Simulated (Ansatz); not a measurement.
# AlClH4OS: the cost of one run

Program: Ansatz 0.2.0. Level of theory: RKS B3LYP-D4/6-31G*. These are calculated values, not measurements.

## (1) The system as given

Bond lengths: Al1–O2 2.130 Å, O2–H3 1.010 Å, Al1–H4 1.560 Å, Al1–Cl5 2.230 Å, Al1–S6 2.560 Å, S6–H7 1.400 Å. Angles: Al1–O2–H3 109.5°, O2–Al1–H4 120.0°, O2–Al1–Cl5 120.0°, O2–Al1–S6 71.6°, H4–Al1–Cl5 120.0°, H4–Al1–S6 96.8°, Cl5–Al1–S6 101.3°, Al1–S6–H7 109.5°.

Coordinates:

```xyz
8

Al    0.0000    0.0000    0.0000
O     0.0000    0.0000    2.1300
H    -0.9095   -0.2814    2.4671
H     1.3510    0.0000   -0.7800
Cl   -1.9312    0.0000   -1.1150
S     0.1147    2.4267    0.8072
H     0.6673    2.4659    2.0930
H     0.0596    1.2609    1.9536
```

## (2) A restrained relaxation towards end A

Springs on the bonds that form and break draw the guess towards this end; the thresholds are loose.

input.yaml reads:

```yaml
crystal:
  periodic: [false, false, false]
  atoms:
    - { symbol: Al, position_ang: [0.0, 0.0, 0.0] }
    - { symbol: O, position_ang: [0.0, 0.0, 2.13] }
    - { symbol: H, position_ang: [-0.9095, -0.2814, 2.4671] }
    - { symbol: H, position_ang: [1.351, 0.0, -0.78] }
    - { symbol: Cl, position_ang: [-1.9312, 0.0, -1.115] }
    - { symbol: S, position_ang: [0.1147, 2.4267, 0.8072] }
    - { symbol: H, position_ang: [0.6673, 2.4659, 2.093] }
    - { symbol: H, position_ang: [0.0596, 1.2609, 1.9536] }
basis:
  gaussian: { orbitals: "6-31G*" }
hamiltonian:
  xc: b3lyp
  dispersion: d4
relax:
  f_tol: 0.15
  max_steps: 25
  restrain:
    - { distance: [0, 5], at: 3.46, k: 30.0 }
    - { distance: [7, 1], at: 2.21, k: 30.0 }
    - { distance: [0, 1], at: 1.78, k: 30.0 }
    - { distance: [7, 5], at: 1.4, k: 30.0 }
```

Run with:

```
$ ansatz run input.yaml --threads 1 --pin off --max-ram 2048MiB --backend cpu --events-out ev --progress --plain --runs-dir out
```

What time and memory should one allow on 1 thread of Intel Xeon 6975P-C (Granite Rapids), shared host?

About 28 s, with a peak of 0.18 GiB.
